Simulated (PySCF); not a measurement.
**Eu(CH3)2: other functionals and bases at one geometry**

An exercise on one series of results from a longer session: the logs are not shown, and one member is left open.

Computed with PySCF 2.14.0. Level: several levels, as the steps say, no spin–orbit coupling.

1 further run of the same task is left out (for a known fault of the program).

### The starting structure

9 atoms, charge 0, spin multiplicity 1.

Bond lengths: Eu1–C2 2.542 Å, Eu1–C6 2.542 Å, C2–H3 1.109 Å, C2–H4 1.109 Å, C2–H5 1.109 Å, C6–H7 1.109 Å, C6–H8 1.109 Å, C6–H9 1.109 Å. Angles: C2–Eu1–C6 108.3°, Eu1–C2–H3 117.7°, Eu1–C2–H4 110.5°, Eu1–C2–H5 110.5°, H3–C2–H4 106.1°, H3–C2–H5 106.1°, H4–C2–H5 105.3°, Eu1–C6–H7 117.7°, Eu1–C6–H8 110.5°, Eu1–C6–H9 110.5°, H7–C6–H8 106.1°, H7–C6–H9 106.1°, H8–C6–H9 105.3°.

Geometry (Å):

```mol
C2H6Eu
  3D, bonds by distance, orders not assigned

  9  8  0  0  0  0  0  0  0  0999 V2000
    0.0000    0.0000   -0.6413 Eu  0  0
    2.0598   -0.0000    0.8478 C   0  0
    3.0522   -0.0000    0.3535 H   0  0
    2.0516    0.8815    1.5208 H   0  0
    2.0516   -0.8815    1.5208 H   0  0
   -2.0598    0.0000    0.8478 C   0  0
   -3.0522    0.0000    0.3535 H   0  0
   -2.0516   -0.8815    1.5208 H   0  0
   -2.0516    0.8815    1.5208 H   0  0
  1  2  8  0
  1  6  8  0
  2  3  8  0
  2  4  8  0
  2  5  8  0
  6  7  8  0
  6  8  8  0
  6  9  8  0
M  END
```

Formal oxidation states: Eu +2. Each metal's 7 4f electrons lie in its core potential, so multiplicities, spins and levels count the valence alone. An earlier session relaxed this geometry at PBE0, Eu lcecp-0-SVP with ECP53, C def2-SVP, H def2-SVP (singlet, point group C2v).

At PBE0 on the finer grid: E = -108.967388 Eh, frontier levels not given, since the 4f levels lie in the core, Mulliken charge on Eu1 +0.80 e, largest force component 0.020 eV/Å. 

Levels to run: PBE; TPSS; PBE0, TZVP. Hardware: 2 threads of Arm Neoverse V2, shared host.

The first run:

Contents of run.py (the lines that set the calculation):

```python
mol = gto.M(atom='''
Eu     0.00000     0.00000    -0.64134
C      2.05975     0.00000     0.84781
H      3.05220     0.00000     0.35355
H      2.05156     0.88148     1.52075
H      2.05156    -0.88148     1.52075
C     -2.05975     0.00000     0.84781
H     -3.05220     0.00000     0.35355
H     -2.05156    -0.88148     1.52075
H     -2.05156     0.88148     1.52075''',
    basis={'Eu': 'lcecp-0-SVP', 'C': 'def2-SVP', 'H': 'def2-SVP'},
    ecp={'Eu': 'lcecp-0-SVP'},
    charge=0, spin=0)
mf = dft.RKS(mol, xc='PBE')
mf.grids.atom_grid = (75, 302)  # f atoms: unpruned, at least (60, 302)
mf = mf.density_fit()  # fitting sets: Eu AutoAux, C def2-universal-JKFIT, H def2-universal-JKFIT
mf.conv_tol = 1e-08; mf.max_cycle = 55
mf.kernel(dm0)  # dm0: the density of the relaxed state
```

Run with:

```console
$ OMP_NUM_THREADS=2 python run.py
```

Among the steps run: PBE; TPSS; PBE0, TZVP.

One table of the session follows, with a row left open; its other results are not shown here.

| level | charge on Eu1 (e) | dipole (D) | largest force component (eV/Å) |
| --- | --- | --- | --- |
| PBE0 (relaxed here) | 0.80 | 6.18 | 0.02 |
| PBE | ? | ? | ? |
| TPSS | 0.74 | 5.86 | 0.22 |
| PBE0, TZVP | 1.19 | 6.56 | 0.27 |

Q: Estimate the row for PBE from the others.

As computed: charge on Eu1 (e): 0.65; dipole (D): 5.40; largest force component (eV/Å): 0.20. In the column «charge on Eu1 (e)» it is the lowest.

The largest leftover force, 0.27 eV/Å with PBE0, TZVP, stands at a geometry relaxed at another level. With 4f in the core, its levels are missing from HOMO and gap, and its count is fixed, so no charge can pass from the ligands into it. Total energies of different levels can't be compared.
